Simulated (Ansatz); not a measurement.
**The germanium atom (triplet): from Hartree-Fock to the top rungs, def2-TZVPP**

An exercise on one series of results from a longer session: the logs are not shown, and one member is left open.

Method: def2-TZVPP, core rule «outside noble gas», up to 14 orbitals frozen; program: Ansatz 0.2.0, Gaussian basis.

Plan: UHF; CCSD(T) on ROHF; Full CI.

### The atom

A free atom, in its lowest state of this spin that the program finds. No spin-orbit coupling is included. The filled d shell of Ge may be among the frozen orbitals whatever the setting's name suggests; the logs give the count.

1 atom, charge 0, spin multiplicity 3.

The first run:

Contents of in.yaml:

```yaml
crystal:
  periodic: [false, false, false]
  atoms:
    - {symbol: Ge, position_ang: [0.000000, 0.000000, 0.000000]}
basis:
  gaussian: {orbitals: def2-TZVPP}
magnetization: {spin_polarized: true, initial_magnetization: 2}
hamiltonian: {xc: hf}
output: {orbitals: {seedname: orbitals}}
```

On the command line:

```sh
$ ansatz run in.yaml --threads 1 --pin off --events-out ev --progress --plain --max-ram 2393MiB
```

Steps of the session up to this table: UHF; CCSD(T) on ROHF; Full CI.

One of the session's tables, all rows but one given; the rest of the session is left out.

It belongs to the step «Misses and costs». 

```
  method  from FCI (meV)
    ROHF         +1920.3
     UHF               ?
    RMP2          +463.4
   RCCSD           +66.8
RCCSD(T)           +14.5
     FCI               0
```

Q: Estimate the row for UHF from the others.

**Answer.** from FCI (meV): +1815.5. In the column «from FCI (meV)» it lies between RMP2 (+463.4) and ROHF (+1920.3).

Caveats from the session: Levels on UHF freeze UHF's core orbitals, full CI those of ROHF, so the U rows can settle a little off it for that reason alone.
